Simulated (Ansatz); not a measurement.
# FH3S3Sn: how energies converge with the basis set

The task here is to estimate one member of a computed series from the others.

Computed with Ansatz 0.2.0, Gaussian basis. Level: one geometry, several basis sets.

Plan: PBE0-D4/def2-SVP; ωB97M-V/def2-SVP; PBE0-D4/def2-QZVPP; ωB97M-V/def2-QZVPP; the functionals' def2-TZVPP values are taken from earlier runs.

## The geometry

The geometry comes from an earlier relaxation with PBE0-D4 in a triple-zeta def2 set; it is a stationary point, not always the lowest conformer. Sn takes the def2 core potential; no spin-orbit term is included.

SMILES `[F][Sn]([SH])([SH])[SH]`, 8 atoms, charge 0, spin multiplicity 1.

Atoms are counted from 1 here; the program's logs count them from 0.

Bond lengths: F1–Sn2 1.921 Å, Sn2–S3 2.382 Å, Sn2–S4 2.373 Å, Sn2–S5 2.373 Å, S3–H6 1.346 Å, S4–H7 1.345 Å, S5–H8 1.345 Å. Angles: F1–Sn2–S3 100.6°, F1–Sn2–S4 110.2°, F1–Sn2–S5 107.2°, S3–Sn2–S4 113.7°, S3–Sn2–S5 116.8°, S4–Sn2–S5 107.9°, Sn2–S3–H6 89.8°, Sn2–S4–H7 91.5°, Sn2–S5–H8 91.9°.

Set-up of the first run:

Input file in.yaml:

```yaml
crystal:
  periodic: [false, false, false]
  atoms:
    - {symbol: F, position_ang: [-1.274222, -0.173612, 1.422955]}
    - {symbol: Sn, position_ang: [-0.200200, -0.031631, -0.163772]}
    - {symbol: S, position_ang: [1.972725, 0.161021, 0.792985]}
    - {symbol: S, position_ang: [-0.856078, 1.865321, -1.430009]}
    - {symbol: S, position_ang: [-0.626349, -1.964248, -1.472378]}
    - {symbol: H, position_ang: [1.422534, 0.220937, 2.019753]}
    - {symbol: H, position_ang: [0.039852, 2.642867, -0.796848]}
    - {symbol: H, position_ang: [-0.386061, -2.777753, -0.428488]}
basis:
  gaussian: {orbitals: def2-SVP}
hamiltonian: {xc: pbe0, dispersion: d4}
output: {orbitals: {seedname: orbitals}}
```

Among the steps run: PBE0-D4 in def2-SVP; ωB97M-V in def2-SVP; PBE0-D4 in def2-QZVPP; ωB97M-V in def2-QZVPP.

One table of the session follows, with a row left open; its other results are not shown here.

```
functional       basis  HOMO (eV)  LUMO (eV)
   PBE0-D4    def2-SVP          ?          ?
   PBE0-D4  def2-TZVPP      -7.95      -2.19
   PBE0-D4  def2-QZVPP      -7.97      -2.24
   ωB97M-V    def2-SVP      -9.94       0.09
   ωB97M-V  def2-TZVPP     -10.10      -0.22
   ωB97M-V  def2-QZVPP     -10.13      -0.34
```

**Question.** Estimate the row for PBE0-D4, def2-SVP.

As computed: HOMO (eV): -7.82; LUMO (eV): -1.99. In the column «HOMO (eV)» it is the highest.
